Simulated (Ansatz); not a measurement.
# C3H6STe: one species, many methods

An exercise on one series of results from a longer session: the logs are not shown, and one member is left open.

Method: functionals in def2-TZVPP, the program's frozen cores in correlated methods; program: Ansatz 0.2.0, Gaussian basis.

Plan: LDA (SPW92), PBE-D4, revPBE-D4, BLYP-D4, r2SCAN-D4, B97M-V, PBE0-D4, B3LYP-D4, r2SCANh-D4, r2SCAN0-D4, HSE06-D4, BHLYP-D4, CAM-B3LYP-D4, LC-ωPBE, ωB97X-V, ωB97M-V, B2PLYP, PBE-QIDH; CCSD(T)/def2-SVP; CCSD(T)/def2-TZVPP; MP2/def2-QZVPP; extrapolation to the limit; RPA on PBE.

## Structure used throughout

The geometry comes from an earlier relaxation with PBE0-D4 in a triple-zeta def2 set; it is a stationary point, not always the lowest conformer. Te takes the def2 core potential; no spin-orbit term is included.

11 atoms, charge 0, spin multiplicity 1.

Atoms are counted from 1 here; the program's logs count them from 0.

Bond lengths: C1–Te2 2.119 Å, C1–H6 1.087 Å, C1–H7 1.094 Å, C1–H8 1.087 Å, Te2–C3 2.100 Å, C3–C4 1.497 Å, C3–S5 1.617 Å, C4–H9 1.093 Å, C4–H10 1.091 Å, C4–H11 1.095 Å. Angles: Te2–C1–H6 109.5°, Te2–C1–H7 104.7°, Te2–C1–H8 109.8°, H6–C1–H7 110.8°, H6–C1–H8 111.0°, H7–C1–H8 110.8°, C1–Te2–C3 96.8°, Te2–C3–C4 111.5°, Te2–C3–S5 125.3°, C4–C3–S5 123.2°, C3–C4–H9 112.7°, C3–C4–H10 110.3°, C3–C4–H11 108.6°, H9–C4–H10 109.7°, H9–C4–H11 107.8°, H10–C4–H11 107.6°.

Set-up of the first run:

The input, in.yaml:

```yaml
crystal:
  periodic: [false, false, false]
  atoms:
    - {symbol: C, position_ang: [-1.874687, 1.182284, 0.831725]}
    - {symbol: Te, position_ang: [-0.692444, -0.552564, 1.117600]}
    - {symbol: C, position_ang: [0.683713, -0.174038, -0.423428]}
    - {symbol: C, position_ang: [1.668416, -1.292846, -0.566231]}
    - {symbol: S, position_ang: [0.685416, 1.133019, -1.374942]}
    - {symbol: H, position_ang: [-1.891947, 1.765946, 1.749141]}
    - {symbol: H, position_ang: [-1.370839, 1.732562, 0.031111]}
    - {symbol: H, position_ang: [-2.880175, 0.898230, 0.530556]}
    - {symbol: H, position_ang: [1.775071, -1.880216, 0.349787]}
    - {symbol: H, position_ang: [2.641800, -0.903546, -0.867925]}
    - {symbol: H, position_ang: [1.321075, -1.965932, -1.356792]}
basis:
  gaussian: {orbitals: def2-TZVPP}
hamiltonian: {xc: lda}
output: {orbitals: {seedname: orbitals}}
```

Among the steps run: LDA; PBE-D4 (GGA); revPBE-D4 (GGA); BLYP-D4 (GGA); r2SCAN-D4 (meta-GGA); B97M-V (meta-GGA); PBE0-D4 (hybrid); B3LYP-D4 (hybrid); r2SCANh-D4 (hybrid); r2SCAN0-D4 (hybrid); HSE06-D4 (hybrid); BHLYP-D4 (hybrid); CAM-B3LYP-D4 (range-separated); LC-ωPBE (range-separated); ωB97X-V (range-separated); ωB97M-V (range-separated); B2PLYP (double hybrid); PBE-QIDH (double hybrid).

One table of the session follows, with a row left open; its other results are not shown here.

It belongs to the step «Frontier levels by functional». 

```
  functional  HOMO (eV)  LUMO (eV)  gap (eV)
 LDA (SPW92)      -5.41      -2.96      2.45
      PBE-D4      -5.24      -2.78      2.46
   revPBE-D4      -5.18      -2.71      2.47
     BLYP-D4      -5.07      -2.62      2.45
   r2SCAN-D4      -5.45      -2.70      2.76
      B97M-V      -5.48      -2.63      2.85
     PBE0-D4      -6.32      -2.00      4.33
    B3LYP-D4          ?          ?         ?
  r2SCANh-D4      -5.87      -2.40      3.47
  r2SCAN0-D4      -6.47      -1.94      4.53
    HSE06-D4      -5.94      -2.37      3.58
    BHLYP-D4      -7.11      -0.99      6.12
CAM-B3LYP-D4      -7.45      -0.91      6.54
     LC-ωPBE      -8.68       0.07      8.75
     ωB97X-V      -8.39       0.06      8.44
     ωB97M-V      -8.27       0.02      8.29
```

Q: Estimate the row for B3LYP-D4 from the others.

Worked estimate for «HOMO (eV)». Against the share of exact exchange, BLYP-D4 (0, -5.07), BHLYP-D4 (0.5, -7.11) give a slope of -4.08 per unit share; at 0.2 the line stands at -5.89.

The run gave: HOMO (eV): -6.12; LUMO (eV): -2.15; gap (eV): 3.96. In «HOMO (eV)» the line misses by +0.23.
